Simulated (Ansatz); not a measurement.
# MgGe2 (C2/m) in Ansatz: reference runs

Aim: a first look at MgGe2 with PBE, on the cell as given and on a disturbed one, then over a range of volumes.

All numbers are computed with Ansatz 0.2.0; they aren't measurements. Logs are shortened: lines on timing, memory, paths and dates and some standing lists are left out, and cuts for length are marked.

## (1) Starting point

Symmetry: C2/m, No. 12, monoclinic system. The conventional cell has a = 11.043 Å, b = 3.700 Å, c = 6.815 Å, α = 90.00°, β = 118.17°, γ = 90.00°. Ge (site symmetry m) is surrounded by 2 Ge at 2.70 Å and 3 Mg at 2.89 to 3.00 Å. Around Ge (site symmetry m) lie 3 Ge at 2.55 to 2.70 Å and 1 Mg at 2.89 Å. Mg (site symmetry m) is surrounded by 8 Ge at 2.89 to 3.16 Å.

The cell comes from a database or a generator and needn't be the stable form of this composition.

## (2) Single point, PBE

File input.yaml:

```yaml
crystal:
  lattice:
    - [5.521485, -1.849846, 0.0]
    - [5.521485, 1.849846, 0.0]
    - [-3.217625, 0.0, 6.007774]
  atoms:
    - { symbol: Ge, position: [0.529234, 0.529234, 0.293621] }
    - { symbol: Ge, position: [0.470766, 0.470766, 0.706379] }
    - { symbol: Ge, position: [0.88039, 0.88039, 0.98544] }
    - { symbol: Ge, position: [0.11961, 0.11961, 0.01456] }
    - { symbol: Mg, position: [0.815286, 0.815286, 0.349253] }
    - { symbol: Mg, position: [0.184714, 0.184714, 0.650747] }
hamiltonian:
  xc: pbe
  pseudopotentials: { kind: paw }
kpoints:
  mp_grid: { grid: [8, 8, 5] }
scf:
  occupations: { method: fermi_dirac, width: 0.05 }
output:
  forces: true
  stress: true
  eigenvalues: true
```

Potentials or basis: Ansatz PAW.

Command:

```sh
> ansatz run input.yaml --threads 2 --pin off --max-ram 5120MiB --backend cpu --events-out ev --progress --plain --runs-dir out
```

What it wrote:

```text
Warning: RAYON_NUM_THREADS=2 ignored (pool sized by the plan → 2); use --threads N
Engine: ansatz 0.2.0, x86_64-unknown-linux-gnu
Pseudopotentials: kind: paw
Pseudopotential: Ge, paw, valence charge 14, recommended cutoff 420 eV (normal), Ge.paw.azcp
Pseudopotential: Mg, paw, valence charge 10, recommended cutoff 420 eV (normal), Mg.paw.azcp
Functional definition: PBE
  parameter kappa = 0.804
  parameter beta = 0.06672455060314922
  exchange = pbe_x(kappa = kappa, mu = beta*pi^2/3)
  correlation = pbe_c(beta = beta)
Crystal: 6 atoms, lattice volume = 122.726 Å³
Basis set: ecut = 420 eV, 2379 PW (Γ), exchange–correlation on 80×80×96 points (8 copies of the dense FFT grid, shifted against one another)
Bands: 46, of which v1, the nominal top of the filled ones, is band 38 counted from 1 (37 counted from 0)
Symmetry: 4 space group operations
Space group: C2/m (ITA 12), of the structure as read, at distance tolerance 5.0e-5 Å
k-points: 93 of 320
Non-local potential: Ge, projectors of the file, l = 0: 2, l = 1: 2, l = 2: 3, l = 3: 1
Non-local potential: Mg, projectors of the file, l = 0: 3, l = 1: 2, l = 2: 1
PAW form: soft (Blöchl's): semilocal exchange-correlation on the pseudo side does not see the compensation charge
PAW one-centre angular grid: Ge, 590 points (default); XC on 64 Gauss nodes
PAW one-centre angular grid: Mg, 110 points (default); XC on 64 Gauss nodes
Initial density: superposition of atomic densities (neutral atoms: chi_scale 0, normalization atom), corrected by the library's trained network
Initial wavefunctions: pseudopotential atomic-orbital guess
Functional: x = pbe(κ = 0.804, μ = 0.2195149727645171), c = pbe(β = 0.06672455060314922)
SCF iter   1: F=—  HF=-21027.259685 eV  |F-HF|=—  |Δ(HF+E_count)|=         —  Δρ=1.65e-3  dr2=4.90e-3  ethr=1.77e-3  ⟨swp⟩=6.2  Hψ=16227  notcnv=0  defer=7
preconditioner: auto → Kerker (q_TF=auto, 2.519 Å⁻¹)  [metal: Δε(μ)=0.003 eV  Ē_g=20.796 eV  σ=0.050 eV  W_gap=0.02  n_scr=32 (ndim 8)  ℏωp=26.0 eV  f_vac=0.000  D(μ)=2.63/eV (n_scr^D=16)]
SCF iter   2: F=—  HF=-21027.257939 eV  |F-HF|=—  |Δ(HF+E_count)|=   1.75e-3  Δρ=1.09e-3  dr2=2.42e-3  ethr=6.44e-6  ⟨swp⟩=1.9  Hψ=6470  notcnv=0  defer=44
SCF iter   3: F=—  HF=-21027.257972 eV  |F-HF|=—  |Δ(HF+E_count)|=   3.28e-5  Δρ=4.43e-4  dr2=1.92e-4  ethr=3.19e-6  ⟨swp⟩=2.0  Hψ=6927  notcnv=0  defer=44
SCF iter   4: F=—  HF=-21027.257761 eV  |F-HF|=—  |Δ(HF+E_count)|=   2.11e-4  Δρ=1.89e-4  dr2=5.02e-5  ethr=2.53e-7  ⟨swp⟩=2.0  Hψ=6897  notcnv=0  defer=44
SCF iter   5: F=—  HF=-21027.257767 eV  |F-HF|=—  |Δ(HF+E_count)|=   6.03e-6  Δρ=8.25e-5  dr2=7.99e-6  ethr=6.60e-8  ⟨swp⟩=2.0  Hψ=6926  notcnv=0  defer=44
SCF iter   6: F=—  HF=-21027.257762 eV  |F-HF|=—  |Δ(HF+E_count)|=   5.21e-6  Δρ=3.26e-5  dr2=1.08e-6  ethr=1.05e-8  ⟨swp⟩=2.0  Hψ=6921  notcnv=0  defer=44
SCF iter   7: F=—  HF=-21027.257761 eV  |F-HF|=—  |Δ(HF+E_count)|=   8.19e-7  Δρ=1.59e-5  dr2=2.10e-7  ethr=1.42e-9  ⟨swp⟩=2.0  Hψ=6923  notcnv=0  defer=44
SCF iter   8: F=-21027.257761 eV  HF=-21027.257761 eV  |F-HF|=3.76e-9  |Δ(HF+E_count)|=   8.75e-8  Δρ=2.49e-6  dr2=8.95e-9  ethr=1.32e-10  ⟨swp⟩=8.1  Hψ=16655  notcnv=0
SCF 1 converged in 8 iterations: F = -21027.257761 eV  dr2 = 8.95e-9
SCF converged after 8 iterations
Free energy (F): -21027.257761 eV
Harris-Foulkes:  -21027.257761 eV  (|F-HF|=3.76e-9)
Internal energy: -21027.236519 eV  (E = F + TS)
E sigma→0 (E₀):  -21027.247140 eV
Entropy (-TS):   -0.021242 eV (-3.540 meV/atom)
Fermi energy:    8.751146 eV
--- Per-component energies (eV) ---
  E_band       = -1229.761406
  E_kinetic    = 592.440202
  E_local      = -12380.840420  (includes V_loc(G=0)·N_el)
  E_nonlocal   = 1855.346540
  E_hartree    = 5163.005642
  E_xc         = -359.568849
  E_vxc        = -332.018888  (∫ρ·V_xc dr)
  E_paw        = -8654.780646  (= ΣΔE_a)
  E_vpaw       = -1290.705945  (= ΣTr[D̂ρ^β])
  E_aug_tail   = 0.001207  (compensation charges beyond the density's cutoff)
  E_ewald      = -7242.840195
  E_smearing   = -0.021242  (= −TS)
  E_closure    = 0.000000  (closes the sum)
  Σ components = -21027.257761   (vs F -21027.257761, Δ=0.00e0)
--- Forces (eV/Å), atoms counted from 1 ---
  atom   1  Ge    -0.11878693    -0.00000000     0.03175845
  atom   2  Ge     0.11878693     0.00000000    -0.03175845
  atom   3  Ge    -0.01107116     0.00000000     0.02080163
  atom   4  Ge     0.01107116    -0.00000000    -0.02080163
  atom   5  Mg    -0.01838578    -0.00000000     0.00242547
  atom   6  Mg     0.01838578     0.00000000    -0.00242547
  max |Σ_I F_I| component: 1.39e-17 eV/Å
--- Stress (GPa, compression-positive) ---
       -0.487832       0.000000      -0.016068
        0.000000       0.237600       0.000000
       -0.016068       0.000000      -0.847260
  P = ⅓ Tr σ = -0.3658 GPa (-3.658 kbar)
--- Band table (eV; the first three rows and the last of 93) ---
  k-point 0: bands = ["-67.5599", "-67.5596", "-34.3204", "-34.3179", "-34.3177", "-34.3170", "-34.3067", "-34.3045", "-15.7730", "-15.7722", "-15.7678", "-15.7458", "-15.7373", "-15.7338", "-15.7163", "-15.7067", "-15.6998", "-15.6992", "-15.6839", "-15.6716", "-15.6686", "-15.6485", "-15.6444", "-15.6324", "-15.6132", "-15.5998", "-15.5974", "-15.5726", "-3.2041", "0.0829", "1.3636", "2.1111", "4.0528", "5.2709", "5.6964", "8.0742", "8.9407", "9.8623", "9.8979", "11.1690", "11.3377", "11.4390", "12.2315", "12.6862", "13.5385", "14.1626"]
  k-point 1: bands = ["-67.5599", "-67.5596", "-34.3203", "-34.3179", "-34.3178", "-34.3170", "-34.3067", "-34.3045", "-15.7739", "-15.7713", "-15.7669", "-15.7458", "-15.7357", "-15.7330", "-15.7182", "-15.7078", "-15.7038", "-15.7014", "-15.6793", "-15.6706", "-15.6675", "-15.6485", "-15.6448", "-15.6324", "-15.6131", "-15.5998", "-15.5976", "-15.5729", "-3.1099", "-0.4609", "1.6343", "2.3118", "4.0615", "5.6753", "6.1880", "7.9527", "8.1184", "9.6385", "9.6450", "10.8535", "11.2069", "11.6256", "12.4769", "12.7594", "12.9240", "14.0538"]
  k-point 2: bands = ["-67.5599", "-67.5596", "-34.3203", "-34.3179", "-34.3178", "-34.3170", "-34.3067", "-34.3045", "-15.7747", "-15.7706", "-15.7654", "-15.7440", "-15.7351", "-15.7316", "-15.7203", "-15.7108", "-15.7081", "-15.7040", "-15.6733", "-15.6699", "-15.6660", "-15.6485", "-15.6456", "-15.6322", "-15.6129", "-15.5998", "-15.5979", "-15.5733", "-2.9147", "-1.0852", "1.6475", "2.6257", "4.5856", "6.4298", "6.6756", "7.3494", "8.2136", "8.6252", "9.3003", "9.4852", "11.2554", "11.4035", "12.1265", "13.4577", "13.5840", "14.3039"]
  k-point 92: bands = ["-67.5598", "-67.5597", "-34.3205", "-34.3180", "-34.3177", "-34.3169", "-34.3065", "-34.3047", "-15.7755", "-15.7714", "-15.7649", "-15.7437", "-15.7346", "-15.7345", "-15.7181", "-15.7114", "-15.7058", "-15.7042", "-15.6717", "-15.6716", "-15.6690", "-15.6471", "-15.6400", "-15.6340", "-15.6148", "-15.5998", "-15.5959", "-15.5759", "-2.5651", "-1.2723", "0.7804", "2.8341", "3.8705", "5.7585", "7.8427", "8.0424", "9.2335", "9.5337", "9.7581", "10.1934", "11.6006", "12.0275", "12.0760", "13.0099", "13.2642", "13.8110"]
```

Wall time 29 s (2 threads of Intel Xeon at 2.50GHz (Skylake/Cascade Lake), shared host); peak memory 0.68 GiB.

What came out:

```yaml
Free_energy: -21027.2578 eV
Pressure: -0.4 GPa
Largest_force: 0.123 eV/Å
Band_gap_on_the_k_mesh: none (metal or under the smearing width)
```

Forces in eV/Å, atoms in the order of the input:
```
Ge  -0.119  0.000  0.032
Ge   0.119  0.000 -0.032
Ge  -0.011  0.000  0.021
Ge   0.011  0.000 -0.021
Mg  -0.018  0.000  0.002
Mg   0.018  0.000 -0.002
```

Levels at points of the mesh, in eV from the Fermi level:
| k point | band 34 | band 35 | band 36 | band 37 | band 38 | band 39 | band 40 | band 41 | band 42 | band 43 |
| --- | --- | --- | --- | --- | --- | --- | --- | --- | --- | --- |
| (0.00, 0.00, 0.00) | -3.48 | -3.05 | -0.68 | 0.19 | 1.11 | 1.15 | 2.42 | 2.59 | 2.69 | 3.48 |
| (0.00, -0.50, 0.00) | -4.00 | -3.72 | -3.06 | -1.30 | -1.23 | -0.52 | 0.50 | 1.75 | 2.53 | 3.35 |
| (-0.50, -0.50, 0.00) | -2.09 | -1.21 | -1.08 | 0.40 | 0.48 | 1.15 | 1.75 | 2.80 | 3.14 | 3.46 |

## (3) Single point, PBE (atoms moved at random, drawn with an rms of 0.05 Å)

File input.yaml:

```yaml
crystal:
  lattice:
    - [5.521485, -1.849846, 0.0]
    - [5.521485, 1.849846, 0.0]
    - [-3.217625, 0.0, 6.007774]
  atoms:
    - { symbol: Ge, position: [0.533938, 0.529769, 0.299427] }
    - { symbol: Ge, position: [0.466081, 0.478167, 0.703641] }
    - { symbol: Ge, position: [0.880631, 0.877136, 0.987632] }
    - { symbol: Ge, position: [0.119158, 0.123192, 0.020388] }
    - { symbol: Mg, position: [0.809091, 0.817094, 0.352026] }
    - { symbol: Mg, position: [0.178737, 0.18413, 0.652926] }
hamiltonian:
  xc: pbe
  pseudopotentials: { kind: paw }
kpoints:
  mp_grid: { grid: [8, 8, 5] }
scf:
  occupations: { method: fermi_dirac, width: 0.05 }
output:
  forces: true
  stress: true
  eigenvalues: true
  write_density: true
  write_potential: true
  elf: true
  volumetric_format: npy
```

Potentials or basis: Ansatz PAW.

Command:

```sh
> ansatz run input.yaml --threads 2 --pin off --max-ram 5120MiB --backend cpu --events-out ev --progress --plain --runs-dir out
```

What it wrote:

```text
Warning: RAYON_NUM_THREADS=2 ignored (pool sized by the plan → 2); use --threads N
[... 9 set-up lines as earlier in the session ...]
Crystal: 6 atoms, lattice volume = 122.726 Å³
Basis set: ecut = 420 eV, 2379 PW (Γ), exchange–correlation on 80×80×96 points (8 copies of the dense FFT grid, shifted against one another)
Bands: 46, of which v1, the nominal top of the filled ones, is band 38 counted from 1 (37 counted from 0)
Symmetry: 1 space group operations
Space group: P1 (ITA 1), of the structure as read, at distance tolerance 5.0e-5 Å
k-points: 162 of 320 (time reversal used)
[... 8 set-up lines as earlier in the session ...]
SCF iter   1: F=—  HF=-21027.251105 eV  |F-HF|=—  |Δ(HF+E_count)|=         —  Δρ=1.63e-3  dr2=5.55e-3  ethr=1.77e-3  ⟨swp⟩=6.2  Hψ=27245  notcnv=0  defer=9
preconditioner: auto → Kerker (q_TF=auto, 2.519 Å⁻¹)  [metal: Δε(μ)=0.006 eV  Ē_g=20.784 eV  σ=0.050 eV  W_gap=0.03  n_scr=32 (ndim 8)  ℏωp=26.0 eV  f_vac=0.000  D(μ)=2.76/eV (n_scr^D=18)]
SCF iter   2: F=—  HF=-21027.248818 eV  |F-HF|=—  |Δ(HF+E_count)|=   2.29e-3  Δρ=1.08e-3  dr2=2.72e-3  ethr=7.30e-6  ⟨swp⟩=2.0  Hψ=11955  notcnv=0  defer=77
SCF iter   3: F=—  HF=-21027.248887 eV  |F-HF|=—  |Δ(HF+E_count)|=   6.89e-5  Δρ=5.21e-4  dr2=2.85e-4  ethr=3.58e-6  ⟨swp⟩=2.0  Hψ=12086  notcnv=0  defer=77
SCF iter   4: F=—  HF=-21027.248590 eV  |F-HF|=—  |Δ(HF+E_count)|=   2.97e-4  Δρ=2.14e-4  dr2=6.32e-5  ethr=3.74e-7  ⟨swp⟩=2.0  Hψ=12069  notcnv=0  defer=77
SCF iter   5: F=—  HF=-21027.248593 eV  |F-HF|=—  |Δ(HF+E_count)|=   2.56e-6  Δρ=9.23e-5  dr2=9.70e-6  ethr=8.31e-8  ⟨swp⟩=2.0  Hψ=12085  notcnv=0  defer=77
SCF iter   6: F=—  HF=-21027.248586 eV  |F-HF|=—  |Δ(HF+E_count)|=   6.65e-6  Δρ=3.80e-5  dr2=1.35e-6  ethr=1.28e-8  ⟨swp⟩=2.0  Hψ=12080  notcnv=0  defer=77
SCF iter   7: F=—  HF=-21027.248585 eV  |F-HF|=—  |Δ(HF+E_count)|=   1.08e-6  Δρ=1.91e-5  dr2=2.81e-7  ethr=1.78e-9  ⟨swp⟩=2.0  Hψ=12083  notcnv=0  defer=77
SCF iter   8: F=-21027.248585 eV  HF=-21027.248585 eV  |F-HF|=6.29e-9  |Δ(HF+E_count)|=   1.34e-7  Δρ=3.13e-6  dr2=1.15e-8  ethr=1.32e-10  ⟨swp⟩=12.1  Hψ=50191  notcnv=0
SCF 1 converged in 8 iterations: F = -21027.248585 eV  dr2 = 1.15e-8
SCF converged after 8 iterations
Free energy (F): -21027.248585 eV
Harris-Foulkes:  -21027.248585 eV  (|F-HF|=6.29e-9)
Internal energy: -21027.226463 eV  (E = F + TS)
E sigma→0 (E₀):  -21027.237524 eV
Entropy (-TS):   -0.022122 eV (-3.687 meV/atom)
Fermi energy:    8.727469 eV
--- Per-component energies (eV) ---
  E_band       = -1229.694265
  E_kinetic    = 592.112508
  E_local      = -12345.551722  (includes V_loc(G=0)·N_el)
  E_nonlocal   = 1855.081292
  E_hartree    = 5145.365126
  E_xc         = -359.429674
  E_vxc        = -331.826019  (∫ρ·V_xc dr)
  E_paw        = -8654.540141  (= ΣΔE_a)
  E_vpaw       = -1290.249277  (= ΣTr[D̂ρ^β])
  E_aug_tail   = 0.001213  (compensation charges beyond the density's cutoff)
  E_ewald      = -7260.265065
  E_smearing   = -0.022122  (= −TS)
  E_closure    = 0.000000  (closes the sum)
  Σ components = -21027.248585   (vs F -21027.248585, Δ=0.00e0)
--- Forces (eV/Å), atoms counted from 1 ---
  atom   1  Ge    -0.20607348     0.03026803    -0.16132376
  atom   2  Ge     0.06292237    -0.03918844     0.11590695
  atom   3  Ge     0.14189841     0.00310452     0.10218747
  atom   4  Ge    -0.15808679     0.02606141    -0.12583214
  atom   5  Mg     0.04350750    -0.00225790     0.01986185
  atom   6  Mg     0.11582634    -0.01798764     0.04920078
  max |Σ_I F_I| component: 5.65e-6 eV/Å
--- Stress (GPa, compression-positive) ---
       -0.880449       0.024650       0.091252
        0.024650       0.223902       0.079451
        0.091252       0.079451      -1.176744
  P = ⅓ Tr σ = -0.6111 GPa (-6.111 kbar)
--- Band table (eV; the first three rows and the last of 162) ---
  k-point 0: bands = ["-67.5521", "-67.5415", "-34.3110", "-34.3092", "-34.3008", "-34.2996", "-34.2988", "-34.2871", "-15.7739", "-15.7712", "-15.7703", "-15.7505", "-15.7401", "-15.7371", "-15.7204", "-15.7113", "-15.7034", "-15.7024", "-15.6894", "-15.6799", "-15.6779", "-15.6618", "-15.6543", "-15.6436", "-15.6280", "-15.6139", "-15.6116", "-15.5891", "-3.1332", "0.1509", "1.2656", "2.0955", "4.0793", "5.2635", "5.6098", "8.1733", "8.9710", "9.9021", "9.9095", "11.1280", "11.3009", "11.4839", "12.1300", "12.7203", "13.5626", "14.1364"]
  k-point 1: bands = ["-67.5521", "-67.5415", "-34.3110", "-34.3092", "-34.3008", "-34.2996", "-34.2988", "-34.2871", "-15.7747", "-15.7706", "-15.7693", "-15.7502", "-15.7383", "-15.7362", "-15.7232", "-15.7123", "-15.7080", "-15.7043", "-15.6848", "-15.6784", "-15.6765", "-15.6618", "-15.6548", "-15.6436", "-15.6279", "-15.6139", "-15.6118", "-15.5894", "-3.0325", "-0.4453", "1.6093", "2.2612", "4.0874", "5.6717", "6.1108", "7.9453", "8.2222", "9.6431", "9.6988", "10.8731", "11.1509", "11.6301", "12.4868", "12.6779", "12.9178", "14.0248"]
  k-point 2: bands = ["-67.5521", "-67.5415", "-34.3110", "-34.3092", "-34.3008", "-34.2996", "-34.2988", "-34.2871", "-15.7756", "-15.7699", "-15.7678", "-15.7478", "-15.7377", "-15.7346", "-15.7268", "-15.7150", "-15.7123", "-15.7073", "-15.6792", "-15.6765", "-15.6746", "-15.6618", "-15.6558", "-15.6436", "-15.6277", "-15.6140", "-15.6121", "-15.5900", "-2.8180", "-1.1068", "1.6461", "2.5624", "4.6245", "6.3892", "6.6833", "7.2901", "8.3310", "8.6344", "9.3052", "9.4419", "11.3273", "11.3484", "12.1364", "13.4342", "13.5386", "14.3332"]
  k-point 161: bands = ["-67.5521", "-67.5415", "-34.3110", "-34.3092", "-34.3008", "-34.2996", "-34.2988", "-34.2871", "-15.7765", "-15.7705", "-15.7676", "-15.7476", "-15.7382", "-15.7368", "-15.7241", "-15.7158", "-15.7101", "-15.7076", "-15.6804", "-15.6780", "-15.6750", "-15.6576", "-15.6525", "-15.6456", "-15.6293", "-15.6139", "-15.6103", "-15.5923", "-2.4468", "-1.2831", "0.7275", "2.7923", "3.8513", "5.7300", "7.9404", "8.1098", "9.2115", "9.5249", "9.7462", "10.2261", "11.5903", "12.0206", "12.0465", "12.9869", "13.1829", "13.8001"]
```

rho_z.tsv:

```text
# z_ang	rho[e/angstrom^3]
# format = ansatz-planar-average/11
# lattice	5.521485000	-1.849846000	0.000000000
# lattice	5.521485000	1.849846000	0.000000000
# lattice	-3.217625000	0.000000000	6.007774000
# sites	6
# site	32	4.909798444	-0.007712008	1.798889745
# site	32	2.949598296	0.022357239	4.227316105
# site	32	6.527654710	-0.006465212	5.933469851
# site	32	1.272530951	0.007462279	0.122486496
# site	12	7.846268426	0.014804318	2.114892650
# site	12	-0.097306323	0.009976219	3.922631847
0.000000	1.691299e0
0.141983	1.581757e0
0.283965	1.201699e0
0.425948	7.806444e-1
0.567930	4.864623e-1
0.709913	3.321299e-1
[... 40 lines left out ...]
6.531199	1.030622e0
6.673181	1.455438e0
```

Wall time 96 s (2 threads of Intel Xeon at 2.50GHz (Skylake/Cascade Lake), shared host); peak memory 0.85 GiB.

What came out:

```yaml
Free_energy: -21027.2486 eV
Pressure: -0.6 GPa
Largest_force: 0.263 eV/Å
Band_gap_on_the_k_mesh: none (metal or under the smearing width)
```

Forces in eV/Å, atoms in the order of the input:
```
Ge  -0.206  0.030 -0.161
Ge   0.063 -0.039  0.116
Ge   0.142  0.003  0.102
Ge  -0.158  0.026 -0.126
Mg   0.044 -0.002  0.020
Mg   0.116 -0.018  0.049
```

Stress tensor (GPa, compression positive):
```
-0.88  0.02  0.09
 0.02  0.22  0.08
 0.09  0.08 -1.18
```

## (4) Single point, PBE, 19.23 Å³/atom (volume scaled by 0.94)

File input.yaml:

```yaml
crystal:
  lattice:
    - [5.4087700055, -1.8120834449, 0.0]
    - [5.4087700055, 1.8120834449, 0.0]
    - [-3.1519407531, 0.0, 5.8851319547]
  atoms:
    - { symbol: Ge, position: [0.529234, 0.529234, 0.293621] }
    - { symbol: Ge, position: [0.470766, 0.470766, 0.706379] }
    - { symbol: Ge, position: [0.88039, 0.88039, 0.98544] }
    - { symbol: Ge, position: [0.11961, 0.11961, 0.01456] }
    - { symbol: Mg, position: [0.815286, 0.815286, 0.349253] }
    - { symbol: Mg, position: [0.184714, 0.184714, 0.650747] }
hamiltonian:
  xc: pbe
  pseudopotentials: { kind: paw }
kpoints:
  mp_grid: { grid: [8, 8, 5] }
scf:
  occupations: { method: fermi_dirac, width: 0.05 }
output:
  forces: true
  stress: true
  eigenvalues: true
```

Command:

```sh
> ansatz run input.yaml --threads 2 --pin off --max-ram 5120MiB --backend cpu --events-out ev --progress --plain --runs-dir out
```

Run time: 29 s. Hardware: 2 threads of Intel Xeon at 2.50GHz (Skylake/Cascade Lake), shared host; peak memory 0.66 GiB.

The run converged. Its results:

```yaml
Free_energy: -21027.1928 eV
Pressure: 3.4 GPa
Largest_force: 0.284 eV/Å
Band_gap_on_the_k_mesh: none (metal or under the smearing width)
```

## (5) Single point, PBE, 19.64 Å³/atom (volume scaled by 0.96)

Changes to input.yaml since step 4:

```diff
@@ -2,5 +2,5 @@
   lattice:
-    - [5.4087700055, -1.8120834449, 0.0]
-    - [5.4087700055, 1.8120834449, 0.0]
-    - [-3.1519407531, 0.0, 5.8851319547]
+    - [5.4468611901, -1.8248450163, 0.0]
+    - [5.4468611901, 1.8248450163, 0.0]
+    - [-3.1741382503, 0.0, 5.9265779115]
   atoms:
```

Command:

```sh
> ansatz run input.yaml --threads 2 --pin off --max-ram 5120MiB --backend cpu --events-out ev --progress --plain --runs-dir out
```

Run time: 28 s. Hardware: 2 threads of Intel Xeon at 2.50GHz (Skylake/Cascade Lake), shared host; peak memory 0.66 GiB.

Results (log left out):

```
Free energy            : -21027.2339 eV
Pressure               : 2.0 GPa
Largest force          : 0.181 eV/Å
Band gap on the k mesh : none (metal or under the smearing width)
```

(Part 1 of 2 ends here.)
